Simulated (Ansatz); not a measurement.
# AlCl2HO: the cost of one run

Method: RKS PBE-D4/STO-3G, in Ansatz 0.2.0.

## 1. The system as given

Bond lengths: Al1–Cl2 2.230 Å, Al1–Cl3 2.230 Å, Al1–O4 1.780 Å, O4–H5 1.010 Å. Angles: Cl2–Al1–Cl3 120.0°, Cl2–Al1–O4 120.0°, Cl3–Al1–O4 120.0°, Al1–O4–H5 109.5°.

Structure file:

```xyz
5

Al    0.0000    0.0000    0.0000
Cl    0.0000    0.0000    2.2300
Cl    1.9312    0.0000   -1.1150
O    -1.5415    0.0000   -0.8900
H    -2.0512   -0.8467   -0.6815
```

## 2. Preparing the start

File input.yaml:

```yaml
crystal:
  periodic: [false, false, false]
  atoms:
    - { symbol: Al, position_ang: [0.0, 0.0, 0.0] }
    - { symbol: Cl, position_ang: [0.0, 0.0, 2.23] }
    - { symbol: Cl, position_ang: [1.9312, 0.0, -1.115] }
    - { symbol: O, position_ang: [-1.5415, 0.0, -0.89] }
    - { symbol: H, position_ang: [-2.0512, -0.8467, -0.6815] }
basis:
  gaussian: { orbitals: STO-3G }
hamiltonian:
  xc: pbe
  dispersion: d4
relax:
  f_tol: 0.02
  max_steps: 40
```

The run is started by

```
$ ansatz run input.yaml --threads 1 --pin off --max-ram 2048MiB --backend cpu --events-out ev --progress --plain --runs-dir out
```

Q: Estimate wall time and peak memory on 1 thread of Arm Neoverse V2, shared host.

About 8.4 s, with a peak of 0.11 GiB.
